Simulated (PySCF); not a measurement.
# AlNH4O2 (SMILES [NH2][Al]([OH])[OH]): levels of theory compared

We compute a comparison of 6 runs (B3LYP/6-311+G**, M06-2X/6-311+G**, SVWN5/6-311+G**, TPSS/6-311+G**, revPBE/6-311+G**, CCSD(T)/6-311+G**) of AlNH4O2. Input form: a Python script.

The results are computed with PySCF 2.14.0.

## 1. The structure to begin with

The species is AlNH4O2 (8 atoms), meant as a singlet with charge 0. As SMILES, `[NH2][Al]([OH])[OH]`. Geometry: relaxed at PBE0-D4/def2-TZVP. This is one conformer, not always the lowest.

Bond lengths: N1–Al2 1.760 Å, Al2–O3 1.695 Å, Al2–O4 1.692 Å, N1–H5 1.005 Å, N1–H6 1.006 Å, O3–H7 0.954 Å, O4–H8 0.955 Å. Angles: N1–Al2–O3 123.6°, N1–Al2–O4 117.6°, O3–Al2–O4 118.8°, Al2–N1–H5 126.0°, Al2–N1–H6 123.5°, Al2–O3–H7 124.8°, Al2–O4–H8 122.2°, H5–N1–H6 110.5°.

## 2. The energy at B3LYP/6-311+G(d,p) (run 1)

input.py

```python
# [NH2][Al]([OH])[OH]
from pyscf import gto, dft

mol = gto.Mole()
mol.atom = '''
N     -0.856802     2.590626     0.300466
Al     0.041385    -0.593941    -0.028724
O      2.965736    -1.523308    -0.946564
O     -2.154477    -2.827219     0.612649
H      0.250956     4.100706    -0.017008
H     -2.593838     3.140725     0.846030
H      4.321804    -0.404023    -1.346808
H     -1.800531    -4.591657     0.474699
'''
mol.verbose = 4
mol.max_memory = 1860
mol.basis = '6-311+g**'
mol.spin = 0
mol.unit = 'bohr'
mol.charge = 0
mol.build()

mf = dft.RKS(mol)
mf.xc = 'b3lyp'
mf.conv_tol = 1e-10
mf.grids.level = 5
mf.kernel()
if not mf.converged:
    mf = mf.newton().run(mf.mo_coeff, mf.mo_occ)

e_tot = mf.e_tot
print('Final energy', e_tot)
```

Started as:

```sh
$ OMP_NUM_THREADS=1 python input.py
```

Output:

```text
PySCF version 2.14.0

[... 78 lines left out ...]
converged SCF energy = -450.2930000866
Final energy -450.29300008659993
```

Wall time 29 s (1 thread of Intel Xeon at 2.70GHz, shared host); peak memory 0.66 GiB.

## 3. The energy at M06-2X/6-311+G(d,p) (run 2)

input.py

```python
# [NH2][Al]([OH])[OH]
from pyscf import gto, dft

system = gto.M(
    atom='''
N       -0.453400       1.370900       0.159000
Al       0.021900      -0.314300      -0.015200
O        1.569400      -0.806100      -0.500900
O       -1.140100      -1.496100       0.324200
H        0.132800       2.170000      -0.009000
H       -1.372600       1.662000       0.447700
H        2.287000      -0.213800      -0.712700
H       -0.952800      -2.429800       0.251200
''',
    verbose=3,
    max_memory=1860,
    charge=0,
    basis='6-311+g**',
)

myscf = dft.RKS(system, xc='m06-2x')
myscf.grids.level = 5
myscf.conv_tol = 1e-10
myscf.kernel()
if not myscf.converged:
    myscf = myscf.newton().run(myscf.mo_coeff, myscf.mo_occ)

e_tot = myscf.e_tot
print('E(%s) = %.9f' % ('M06-2X', e_tot))
```

Started as:

```sh
$ OMP_NUM_THREADS=1 python input.py
```

Output:

```text
converged SCF energy = -450.169714568925
E(M06-2X) = -450.169714569
```

Wall time 47 s (1 thread of Intel Xeon at 2.70GHz, shared host); peak memory 0.7 GiB.

Runs 3 to 5 aren't shown in full; the table further down has their settings and results.

## 4. The energy at CCSD(T)/6-311+G(d,p) (run 6)

geometry.xyz

```xyz
8

N     -0.453400     1.370900     0.159000
Al     0.021900    -0.314300    -0.015200
O      1.569400    -0.806100    -0.500900
O     -1.140100    -1.496100     0.324200
H      0.132800     2.170000    -0.009000
H     -1.372600     1.662000     0.447700
H      2.287000    -0.213800    -0.712700
H     -0.952800    -2.429800     0.251200
```

input.py

```python
from pyscf import gto, scf, cc

mol = gto.M(
    atom='geometry.xyz',
    max_memory=1860,
    verbose=4,
    spin=0,
    basis='6-311+g**',
    charge=0,
)

hf = scf.RHF(mol)
hf.conv_tol = 1e-10
hf.kernel()
if not hf.converged:
    hf = hf.newton().run(hf.mo_coeff, hf.mo_occ)

mycc = cc.CCSD(hf, frozen=8)
mycc.kernel()
e_t = mycc.ccsd_t()
etot = mycc.e_tot + e_t
print('E = %.10f Eh' % etot)
```

Started as:

```sh
$ OMP_NUM_THREADS=1 python input.py
```

Output:

```text
PySCF version 2.14.0

[... 64 lines left out ...]
converged SCF energy = -448.652273194805
[... 12 lines left out ...]
Init t2, MP2 energy = -449.312747063666  E_corr(MP2) -0.660473868860837
[... 12 lines left out ...]
CCSD converged
[... 2 lines left out ...]
E = -449.3473066113 Eh
```

It took 1.7 min on 1 thread of Intel Xeon at 2.70GHz, shared host; peak memory 1.7 GiB.

## 5. Overview of the runs

| run | level | integration grid | frozen core orbitals | energy (Eh) | dipole moment (D) of the reference | HOMO energy (eV) | LUMO energy (eV) | wall time |
| --- | --- | --- | --- | --- | --- | --- | --- | --- |
| 1 | B3LYP/6-311+G** | 5 | – | -450.293000 | 1.82 | -7.22 | -0.99 | 29 s |
| 2 | M06-2X/6-311+G** | 5 | – | -450.169715 | 1.85 | -8.89 | -0.37 | 47 s |
| 3 | SVWN5/6-311+G** | 5 | – | -447.686461 | 1.82 | -6.21 | -1.52 | 15 s |
| 4 | TPSS/6-311+G** | 5 | – | -450.298352 | 1.75 | -6.09 | -1.24 | 55 s |
| 5 | revPBE/6-311+G** | 5 | – | -450.138454 | 1.74 | -5.98 | -1.38 | 35 s |
| 6 | CCSD(T)/6-311+G** | – | 8 | -449.347307 | 1.94 | -10.96 | 1.18 | 1.7 min |

## 6. Summary of results

```
                                          quantity          value
                               run 6: total energy  -449.34731 Eh
       run 6: dipole moment (Hartree–Fock density)         1.94 D
        run 6: HOMO energy (Hartree–Fock orbitals)      -10.96 eV
        run 6: LUMO energy (Hartree–Fock orbitals)        1.18 eV
      run 6: HOMO–LUMO gap (Hartree–Fock orbitals)       12.13 eV
run 6: correlation energy (8 core orbitals frozen)     -695.0 mEh
                             run 6: (T) correction     -19.50 mEh
                              run 6: T1 diagnostic          0.013
```

Over runs 1, 2, 3, 4, 5 the dipole moment (its size) runs from 1.74 D (revPBE/6-311+G**) to 1.85 D (M06-2X/6-311+G**). Over runs 1, 2, 3, 4, 5 the HOMO–LUMO gap runs from 4.60 eV (revPBE/6-311+G**) to 8.52 eV (M06-2X/6-311+G**). Totals of different functionals can't be ranked against each other. All runs together took 4.7 min, the longest 1.7 min.
